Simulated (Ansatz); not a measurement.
**Rh (P6_3/mmc): convergence test of the k-point mesh in Python**

The task is a convergence test of the k-point mesh, for Rh (P6_3/mmc).

This is Rh in the hcp structure; at room conditions it is fcc.

Computed with Ansatz 0.2.0, driven from Python. Level of theory: DFT r2SCAN, plane waves, PAW.

### 1 The structure

It takes space group P6_3/mmc (No. 194, hexagonal). Conventional cell: a = 2.731 Å, b = 2.731 Å, c = 4.428 Å, α = 90.00°, β = 90.00°, γ = 120.00°. Around Rh (site symmetry -6m2) lie 12 Rh at 2.72 to 2.73 Å.

The script holds or builds the structure itself.

### 2 The code

File kconv_rh.py:

```python
"""k-point test for Rh."""

import ansatz
import matplotlib.pyplot as plt


def main() -> None:
    crystal = (
        ansatz.Lattice.of([2.730979, 0.0, 0.0], [-1.36549, 2.365097, 0.0], [0.0, 0.0, 4.428489])
        .atom("Rh", [2 / 3, 1 / 3, 0.75])
        .atom("Rh", [1 / 3, 2 / 3, 0.25])
    )

    calculation = (
        crystal.calculation()
        .functional(ansatz.Functional.R2SCAN)
        .basis(550, xc_grid=2)
        .accuracy("low")
        .occupations(ansatz.OccupationsMethod.FERMI_DIRAC)
        .scf(max_iterations=200, algorithm="direct_min")
    )

    rows = []
    for value in [(3, 3, 2), (4, 4, 3), (6, 6, 3), (7, 7, 4), (9, 9, 5), (12, 12, 6)]:
        summary = calculation.kpoints(mesh=value).run(threads=1).report
        rows.append((value, summary["free_energy_ev"] / len(summary["lattice"]["sites"]), summary["n_iterations"], summary["n_kpoints"]))

    print("        mesh   F/atom (eV)    iterations      k-points")
    for row in rows:
        print(f"{str(row[0]):>12s}  {row[1]:12.5f}  {row[2]:12d}  {row[3]:12d}")

    # differences from the last row
    for row in rows[:-1]:
        shift = 1000 * (row[1] - rows[-1][1])
        print(f"{row[0]}: {shift:+.2f} meV/atom" + ("  (within 5 meV)" if abs(shift) < 5 else ""))
    plt.figure(figsize=(4.5, 3))
    plt.plot([str(row[0]) for row in rows], [1000 * (row[1] - rows[-1][1]) for row in rows], "o-")
    plt.xlabel("mesh")
    plt.ylabel("F - F(last) (meV/atom)")
    plt.tight_layout()
    plt.savefig("kconv.png", dpi=100)


if __name__ == "__main__":
    main()
```

### 3 The calls as engine input

The engine receives this input (first run):

```yaml
crystal:
  lattice:
    - [2.730979, 0.0, 0.0]
    - [-1.36549, 2.365097, 0.0]
    - [0.0, 0.0, 4.428489]
  atoms:
    - { symbol: Rh, position: [0.6666666666666666, 0.3333333333333333, 0.75] }
    - { symbol: Rh, position: [0.3333333333333333, 0.6666666666666666, 0.25] }
accuracy: low
basis:
  ecutwfc: 550.0
  xc_grid: 2
kpoints:
  mp_grid:
    grid: [3, 3, 2]
hamiltonian:
  xc: r2scan
scf:
  max_iter: 200
  algorithm: direct_min
  occupations:
    method: fermi_dirac
```

### 4 Launch

The run is started by

```sh
$ python kconv_rh.py
```

**Question.** How fast does the energy converge with the mesh (threshold 5 meV an atom)?

**Answer**, as computed:

| quantity | value |
| --- | --- |
| runs compared | 6 |
| last run but one, from the last | +3.88 meV/atom |
| within 5 meV/atom of the last run from | [9, 9, 5] |

**Reading.** From 9×9×5 on it stays within 5 meV an atom of the value at 12×12×6; the first row (3×3×2) is off by 527.0 meV and the last but one by 3.88 meV. That rests on few rows after larger swings, so the series isn't shown to be converged. This holds for F at a smearing of 0.1 eV; a narrower one needs a denser mesh. It goes up and down, since the sum over k-points isn't variational. Reading the output:
- The run is spin-unpolarised.
- This isn't the structure that Rh takes at ambient conditions.
- Shifts are counted from the finest mesh, which is itself no proven limit. Whether this is the phase that is stable at ambient conditions was not tested.
